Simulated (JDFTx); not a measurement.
The system is TiMo.

```
CELL_PARAMETERS angstrom
1.59357 -2.36042 0.00000
1.59357 2.36042 0.00000
0.00000 0.00000 4.25072
ATOMIC_POSITIONS crystal
Mo 0.00842 0.00481 0.00563
Ti 0.50073 0.49163 0.49888
```

The cell comes from a database or a generator and needn't be the stable form of this composition.

The cell isn't the ideal one: atoms moved at random, drawn with an rms of 0.05 Å.

A run of JDFTx 1.7.0 (patched build) on this cell left the log below. Logs are shortened: lines on timing, memory, paths and dates and some standing lists are left out, and cuts for length are marked.

```text
*************** JDFTx 1.7.0 (patched build) ***************

Input parsed successfully to the following command list (including defaults):
[... the input with its defaults ...]

---------- Setting up symmetries ----------

Found 8 point-group symmetries of the bravais lattice
Found 1 space-group symmetries with basis
Applied RMS atom displacement 0 bohrs to make symmetries exact.

---------- Initializing the Grid ----------
R =
[      3.01141      3.01141            0  ]
[     -4.46055      4.46055            0  ]
[            0            0       8.0327  ]
unit cell volume = 215.8
G =
[    1.04323  -0.704306          0  ]
[    1.04323   0.704306         -0  ]
[         -0          0   0.782201  ]
Minimum fftbox size, Smin = [  48  48  68  ]
Chosen fftbox size, S = [  48  48  70  ]

---------- Initializing tighter grid for wavefunction operations ----------
R =
[      3.01141      3.01141            0  ]
[     -4.46055      4.46055            0  ]
[            0            0       8.0327  ]
unit cell volume = 215.8
G =
[    1.04323  -0.704306          0  ]
[    1.04323   0.704306         -0  ]
[         -0          0   0.782201  ]
Minimum fftbox size, Smin = [  32  32  48  ]
Chosen fftbox size, S = [  32  32  48  ]

---------- Exchange Correlation functional ----------
Initalized PBEsol GGA exchange.
Initalized PBEsol GGA correlation.

---------- Setting up pseudopotentials ----------
Width of ionic core gaussian charges (only for fluid interactions / plotting) set to 0

Reading pseudopotential file 'pseudo/Mo.upf':
  'Mo' pseudopotential, 'PBESOL' functional
  Generated using ONCVPSP code by D. R. Hamann
  14 valence electrons, 4 orbitals, 6 projectors, 1001 radial grid points, with lMax = 2
    4S    l: 0   occupation:  2.0   eigenvalue: -2.363064
    4P    l: 1   occupation:  6.0   eigenvalue: -1.413234
    4D    l: 2   occupation:  5.0   eigenvalue: -0.138516
    5S    l: 0   occupation:  1.0   eigenvalue: -0.151378
  Core radius for overlap checks: 1.35 bohrs.

Reading pseudopotential file 'pseudo/Ti.upf':
  'Ti' pseudopotential, 'PBESOL' functional
[... 53 lines left out ...]
	FillingsUpdate:  mu: +0.633701612  nElectrons: 26.000000
SCF: Cycle:  4   F: -126.795873260223004   dF: +1.260e-04   |Residual|: 1.409e-02   |deigs|: 5.139e-03
	FillingsUpdate:  mu: +0.631963986  nElectrons: 26.000000
SCF: Cycle:  5   F: -126.796094778306326   dF: -2.215e-04   |Residual|: 2.247e-03   |deigs|: 3.386e-03
	FillingsUpdate:  mu: +0.631971133  nElectrons: 26.000000
SCF: Cycle:  6   F: -126.796102022519634   dF: -7.244e-06   |Residual|: 1.470e-03   |deigs|: 5.158e-05
	FillingsUpdate:  mu: +0.631734459  nElectrons: 26.000000
SCF: Cycle:  7   F: -126.796107182822681   dF: -5.160e-06   |Residual|: 6.903e-04   |deigs|: 4.437e-04
[... 21 lines left out ...]
SCF: Cycle: 18   F: -126.796109604149351   dF: -8.193e-09   |Residual|: 6.851e-06   |deigs|: 6.917e-06
	FillingsUpdate:  mu: +0.631877078  nElectrons: 26.000000
SCF: Cycle: 19   F: -126.796109608870978   dF: -4.722e-09   |Residual|: 5.264e-06   |deigs|: 4.257e-06
	FillingsUpdate:  mu: +0.631877308  nElectrons: 26.000000
SCF: Cycle: 20   F: -126.796109612725232   dF: -3.854e-09   |Residual|: 6.552e-06   |deigs|: 4.737e-06
	FillingsUpdate:  mu: +0.631877511  nElectrons: 26.000000
SCF: Cycle: 21   F: -126.796109615004610   dF: -2.279e-09   |Residual|: 1.045e-05   |deigs|: 5.074e-06
	FillingsUpdate:  mu: +0.631877217  nElectrons: 26.000000
SCF: Cycle: 22   F: -126.796109616834457   dF: -1.830e-09   |Residual|: 6.250e-06   |deigs|: 6.837e-06
	FillingsUpdate:  mu: +0.631876499  nElectrons: 26.000000
SCF: Cycle: 23   F: -126.796109618055539   dF: -1.221e-09   |Residual|: 9.847e-07   |deigs|: 5.277e-06
	FillingsUpdate:  mu: +0.631876591  nElectrons: 26.000000
SCF: Cycle: 24   F: -126.796109618869124   dF: -8.136e-10   |Residual|: 2.027e-06   |deigs|: 3.773e-06
	FillingsUpdate:  mu: +0.631876597  nElectrons: 26.000000
SCF: Cycle: 25   F: -126.796109619415546   dF: -5.464e-10   |Residual|: 1.180e-06   |deigs|: 4.088e-06
SCF: Converged (|Delta E|<1.000000e-09 for 2 iters).

Setting wave functions to eigenvectors of Hamiltonian
Converging empty states (this may take a while): |deigs|: 1.280e-04

# Stress tensor in Cartesian coordinates [Eh/a0^3]:
[  0.000218323  7.33563e-07  -1.6262e-06  ]
[  7.33563e-07  0.000252234 -5.29649e-07  ]
[  -1.6262e-06 -5.29649e-07  0.000182436  ]

# Ionic positions in lattice coordinates:
ion Mo   0.008420000000000   0.004807000000000   0.005631000000000 1
ion Ti   0.500730000000000   0.491630000000000   0.498879000000000 1

# Forces in Cartesian coordinates:
force Mo  -0.003879294304638  -0.000766941262882  -0.002837375147125 1
force Ti   0.003880277580373   0.000768761736696   0.002837045365742 1

# Energy components:
   Eewald =     -102.6866481583241750
       EH =       20.8209250833126873
     Eloc =      -83.5795553969554987
      Enl =        9.0104574624147933
      Exc =      -18.9056330561919275
 Exc_core =        2.7870712556865351
       KE =       45.7579369548046913
-------------------------------------
     Etot =     -126.7954458552529076
       TS =        0.0006637641626352
-------------------------------------
        F =     -126.7961096194155459

IonicMinimize: Iter:   0  F: -126.796109619415546  |grad|_K:  2.810e-03
IonicMinimize: None of the convergence criteria satisfied after 0 iterations.

#--- Lowdin population analysis ---
# oxidation-state Mo -0.231
# oxidation-state Ti +0.379

Dumping 'run.eigStats' ...
	eMin: -1.582029 at state 0 ( [ +0.000000 +0.000000 +0.000000 ] spin 0 )
	HOMO: +0.631725 at state 7 ( [ +0.000000 +0.100000 +0.500000 ] spin 0 )
	mu  : +0.631876
	LUMO: +0.631893 at state 35 ( [ +0.100000 +0.000000 +0.500000 ] spin 0 )
	eMax: +0.945553 at state 239 ( [ +0.400000 +0.400000 +0.500000 ] spin 0 )
	HOMO-LUMO gap: +0.000168
	Optical gap  : +0.006273 at state 142 ( [ +0.200000 -0.200000 +0.333333 ] spin 0 )
Done!
```

Q: Write the input and the command behind it.

A: Single point with PBEsol, no spin polarisation. The files as run (others can give the same):

TiMo.in
```
lattice \
    3.0114146399     3.0114146399     0.0000000000 \
   -4.4605527150     4.4605527150     0.0000000000 \
    0.0000000000     0.0000000000     8.0326994735
coords-type Lattice
ion Mo     0.0084200000     0.0048070000     0.0056310000 1
ion Ti     0.5007300000     0.4916300000     0.4988790000 1

ion-species pseudo/Mo.upf
ion-species pseudo/Ti.upf
elec-cutoff 42 336
elec-ex-corr gga-PBEsol
kpoint-folding 10 10 6
elec-smearing Fermi 0.0018374661
elec-n-bands 19
electronic-SCF nIterations 100 energyDiffThreshold 1e-09
electronic-minimize nIterations 30 energyDiffThreshold 1e-7
converge-empty-states yes
forces-output-coords Cartesian

dump-name run.$VAR
dump End Ecomponents EigStats BandEigs Kpoints Forces Stress
```

Potentials or basis: PseudoDojo-SR-PBEsol-0.4.1-standard with smoothed tails.
Launch:
```bash
$ jdftx -c 1 -i TiMo.in -o TiMo.out
```
